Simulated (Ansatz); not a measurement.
# Ce3Sn: the cost of one run

Method: DFT PBEsol, scalar-relativistic, plane waves, PAW, in Ansatz 0.2.0.

1 further run of the same task is left out (set aside as unsound or not needed).

## 1. Starting point

The structure is cubic, space group Pm-3m (No. 221). The conventional cell has a = 4.943 Å, b = 4.943 Å, c = 4.943 Å, α = 90.00°, β = 90.00°, γ = 90.00°. Ce (site symmetry 4/mmm) is surrounded by 8 Ce at 3.50 Å and 4 Sn at 3.50 Å. Sn (site symmetry m-3m) is surrounded by 12 Ce at 3.50 Å.

As a file:

```cif
data_structure
_symmetry_space_group_name_H-M 'P 1'
_symmetry_Int_Tables_number 1
_cell_length_a 4.9434
_cell_length_b 4.9434
_cell_length_c 4.9434
_cell_angle_alpha 90.000
_cell_angle_beta 90.000
_cell_angle_gamma 90.000
_cell_volume 120.80
loop_
_atom_site_label
_atom_site_type_symbol
_atom_site_fract_x
_atom_site_fract_y
_atom_site_fract_z
_atom_site_occupancy
Ce1 Ce 0.00000 0.50000 0.50000 1
Ce2 Ce 0.50000 0.50000 0.00000 1
Ce3 Ce 0.50000 0.00000 0.50000 1
Sn1 Sn 0.00000 0.00000 0.00000 1
```

Starting moments: Ce 1.00 μB.

## 2. At the starting volume

File input.yaml:

```yaml
crystal:
  lattice:
    - [4.9433668798, 0.0, 0.0]
    - [0.0, 4.9433668798, 0.0]
    - [0.0, 0.0, 4.9433668798]
  atoms:
    - { symbol: Ce, position: [0.0, 0.5, 0.5], spin: 1.0 }
    - { symbol: Ce, position: [0.5, 0.5, 0.0], spin: 1.0 }
    - { symbol: Ce, position: [0.5, 0.0, 0.5], spin: 1.0 }
    - { symbol: Sn, position: [0.0, 0.0, 0.0] }
basis:
  ecutwfc: 420
  ecutrho_ratio: 4
kpoints:
  mp_grid: { grid: [6, 6, 6] }
hamiltonian:
  xc: pbesol
scf:
  occupations: { method: gaussian, width: 0.05 }
output:
  forces: true
  stress: true
  eigenvalues: true
  populations: true
magnetization:
  spin_polarized: true
```

What time and memory should one allow on 4 threads of an Arm CPU, shared host?

About 20 s, with a peak of 0.65 GiB.
